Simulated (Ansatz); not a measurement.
**Titanium, diamond under m-r²SCAN: structure, energy and stiffness**

The plan for titanium in the diamond structure: relax it, solve it on a dense k-mesh, then scale the cell to 7 volumes from 88 to 112 % of the relaxed one and try a fit of the equation of state. The start is ferromagnetic. The k-meshes are 10×10×10 for the relaxation; 15×15×15 for the dense run; 15×15×15 for the volumes.

This is Ti in the diamond structure; at room conditions it is hcp.

Method: DFT m-r2SCAN, plane waves (500 eV) with PAW, scalar-relativistic; PAW files made under PBE, frozen cores solved again for the functional; m-r²SCAN is r²SCAN on the gauge-invariant kinetic-energy density, in Ansatz 0.2.0.

## Step 1: Starting point

The structure is cubic, space group Fd-3m (No. 227). The conventional cell has a = 5.756 Å, b = 5.756 Å, c = 5.756 Å, α = 90.00°, β = 90.00°, γ = 90.00°. Ti (site symmetry -43m) is surrounded by 4 Ti at 2.49 Å.

Coordinates:

```cif
data_structure
_symmetry_space_group_name_H-M 'P 1'
_symmetry_Int_Tables_number 1
_cell_length_a 4.0701
_cell_length_b 4.0701
_cell_length_c 4.0701
_cell_angle_alpha 60.000
_cell_angle_beta 60.000
_cell_angle_gamma 60.000
_cell_volume 47.68
loop_
_atom_site_label
_atom_site_type_symbol
_atom_site_fract_x
_atom_site_fract_y
_atom_site_fract_z
_atom_site_occupancy
Ti1 Ti 0.12500 0.12500 0.12500 1
Ti2 Ti 0.87500 0.87500 0.87500 1
```

Starting moments (μB): +1 ×2.

## Step 2: Relaxation of the cell

The input, input.yaml:

```yaml
crystal:
  lattice:
    - [0.0, 2.8780170575, 2.8780170575]
    - [2.8780170575, 0.0, 2.8780170575]
    - [2.8780170575, 2.8780170575, 0.0]
  atoms:
    - { symbol: Ti, position: [0.125, 0.125, 0.125], spin: 1.0 }
    - { symbol: Ti, position: [0.875, 0.875, 0.875], spin: 1.0 }
hamiltonian:
  xc: mr2scan
  pseudopotentials:
    kind: paw
    azcp:
      Ti: "pseudopotentials/Ti.paw.azcp"
basis:
  ecutwfc: 500
  fft_grid_basis: typed
kpoints:
  mp_grid: { grid: [10, 10, 10], shift: [0, 0, 0] }
magnetization:
  spin_polarized: true
scf:
  occupations: { method: fermi_dirac, width: 0.05 }
relax:
  max_steps: 60
  f_tol: 0.01
  cell: {}
```

Further steps of the session: Dense single point; Equation of state: 88 %; Equation of state: 92 %; Equation of state: 96 %; Equation of state: 100 %; Equation of state: 104 %; Equation of state: 108 %; Equation of state: 112 %.

Q: Predict the outcome of this session. Wanted: space group; conventional cell; volume; shortest distance; gap on the mesh; magnetic state; relative to hcp; V₀, B₀, B₀′.

The runs gave:

| quantity | value |
| --- | --- |
| space group (spins left aside) | Fd-3m (No. 227) |
| conventional cell | a = 5.986 Å |
| volume | 26.818 Å³/atom |
| shortest distance | 2.592 Å |
| gap on the mesh | none (levels filled in part) |
| magnetic state | ferromagnetic, up to 1.60 μB per atom |
| relative to hcp | +2404 meV/atom |
| V₀, B₀, B₀′ | 26.881 Å³/atom, 17.3 GPa, 3.8 |

In words: From the guessed start the volume grew by 12.5 % in 5 steps. Against the reference form of titanium (hcp, computed apart with the same settings) it stands 2404 meV/atom higher, so it is far from stable. The final state is ferromagnetic (largest moment 1.60 μB). Levels at the Fermi energy are filled in part, as in a metal. The fitted modulus is 17.3 GPa, a soft solid. Relaxation kept the symmetry; phonons were not checked.
